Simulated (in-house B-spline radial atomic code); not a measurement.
# Yb³⁺: excited configurations in jj coupling

Aim: the energies of several excited configurations of Yb³⁺ above a reference configuration, each from its own self-consistent run.

Program: in-house B-spline radial atomic code version 1. Level of theory: Dirac-Hartree-Fock, average of configuration, Fermi nucleus, basis-set limit. These are calculated values, not measurements, unless marked.

**1. The system**

- element: ytterbium (Z = 70)
- charge: +3
- electrons: 67
- configuration: 1s2 2s2 2p6 3s2 3p6 3d10 4s2 4p6 4d10 4f-6 4f+7 5s2 5p6
- Hamiltonian: Dirac-Coulomb
- nucleus: Fermi, rms radius 5.311 fm

In configurations, a minus sign after the shell means j = l − 1/2 and a plus sign j = l + 1/2; the count of electrons follows.

Input settings:

```ini
Z = 70
electrons = 67.0
configuration = 1s2 2s2 2p6 3s2 3p6 3d10 4s2 4p6 4d10 4f-6 4f+7 5s2 5p6
hamiltonian = dirac
method = hf
spin_polarised = False
nucleus = fermi
rms_radius = 5.3108
mass_number = 174
atomic_mass = 173.938867545
speed_of_light = 137.035999084
```

This reference run was done before. Its total energy is -14066.277283 hartree, and its levels are (the highest eight at most):

```csv
orbital,occupation,energy (eV),<r> (bohr)
4p3/2,4,-398.53,0.5271
4d3/2,4,-246.92,0.5538
4d5/2,6,-235.76,0.5651
5s1/2,2,-97.574,1.208
5p1/2,2,-68.969,1.336
5p3/2,4,-61.823,1.433
4f5/2,6,-49.348,0.7052
4f7/2,7,-47.323,0.7194
```

**2. 1s2 2s2 2p6 3s2 3p6 3d10 4s2 4p6 4d10 4f-5 4f+8 5s2 5p-2 5p+3 9p+1**

Input settings:

```ini
Z = 70
electrons = 67.0
configuration = 1s2 2s2 2p6 3s2 3p6 3d10 4s2 4p6 4d10 4f-5 4f+8 5s2 5p-2 5p+3 9p+1
hamiltonian = dirac
method = hf
spin_polarised = False
nucleus = fermi
rms_radius = 5.3108
mass_number = 174
atomic_mass = 173.938867545
speed_of_light = 137.035999084
```

**3. Configuration 1s2 2s2 2p6 3s2 3p6 3d10 4s2 4p6 4d10 4f-4 4f+8 5s2 5p6 9f-1**

Input settings:

```ini
Z = 70
electrons = 67.0
configuration = 1s2 2s2 2p6 3s2 3p6 3d10 4s2 4p6 4d10 4f-4 4f+8 5s2 5p6 9f-1
hamiltonian = dirac
method = hf
spin_polarised = False
nucleus = fermi
rms_radius = 5.3108
mass_number = 174
atomic_mass = 173.938867545
speed_of_light = 137.035999084
```

**4. Configuration 1s2 2s2 2p6 3s2 3p6 3d10 4s2 4p6 4d-3 4d+6 4f-6 4f+7 5s2 5p6 8f-1**

Settings: those of step 3 with these lines changed.

```diff
@@ -2,3 +2,3 @@
 electrons = 67.0
-configuration = 1s2 2s2 2p6 3s2 3p6 3d10 4s2 4p6 4d10 4f-4 4f+8 5s2 5p6 9f-1
+configuration = 1s2 2s2 2p6 3s2 3p6 3d10 4s2 4p6 4d-3 4d+6 4f-6 4f+7 5s2 5p6 8f-1
 hamiltonian = dirac
```

**5. Run with 1s2 2s2 2p6 3s2 3p6 3d10 4s2 4p6 4d10 4f-5 4f+8 5s2 5p6**

Settings: those of step 4 with these lines changed.

```diff
@@ -2,3 +2,3 @@
 electrons = 67.0
-configuration = 1s2 2s2 2p6 3s2 3p6 3d10 4s2 4p6 4d-3 4d+6 4f-6 4f+7 5s2 5p6 8f-1
+configuration = 1s2 2s2 2p6 3s2 3p6 3d10 4s2 4p6 4d10 4f-5 4f+8 5s2 5p6
 hamiltonian = dirac
```

Before running: How far above the reference does each configuration lie (order and size, in eV)?

**Answer**, as computed:

| net move | configuration | energy above the reference (eV) | with Breit, QED, recoil (eV) | largest <r> (bohr) |
| --- | --- | --- | --- | --- |
| 4f5/2 → 4f7/2 | 1s2 2s2 2p6 3s2 3p6 3d10 4s2 4p6 4d10 4f-5 4f+8 5s2 5p6 | 1.300 | 1.244 | 1.43 |
| 2×4f5/2 → 4f7/2, 9f5/2 | 1s2 2s2 2p6 3s2 3p6 3d10 4s2 4p6 4d10 4f-4 4f+8 5s2 5p6 9f-1 | 39.938 | 39.997 | 22.4 |
| 4f5/2, 5p3/2 → 4f7/2, 9p3/2 | 1s2 2s2 2p6 3s2 3p6 3d10 4s2 4p6 4d10 4f-5 4f+8 5s2 5p-2 5p+3 9p+1 | 56.609 | 56.491 | 14.1 |
| 4d3/2 → 8f5/2 | 1s2 2s2 2p6 3s2 3p6 3d10 4s2 4p6 4d-3 4d+6 4f-6 4f+7 5s2 5p6 8f-1 | 233.19 | 232.90 | 16.7 |

**Reading.** The lowest of them is 4f5/2 → 4f7/2 at 1.300 eV and the highest 4d3/2 → 8f5/2 at 233.19 eV. 2 of them lie more than 2 % above the ionisation threshold that Koopmans' theorem gives (47.323 eV), where such states can decay by emitting an electron. Two partly filled shells share a symmetry and can mix in the average, which may lower the energy, for: 2×4f5/2 → 4f7/2, 9f5/2; 4f5/2, 5p3/2 → 4f7/2, 9p3/2. These are averages over configurations, without correlation, not spectroscopic levels.
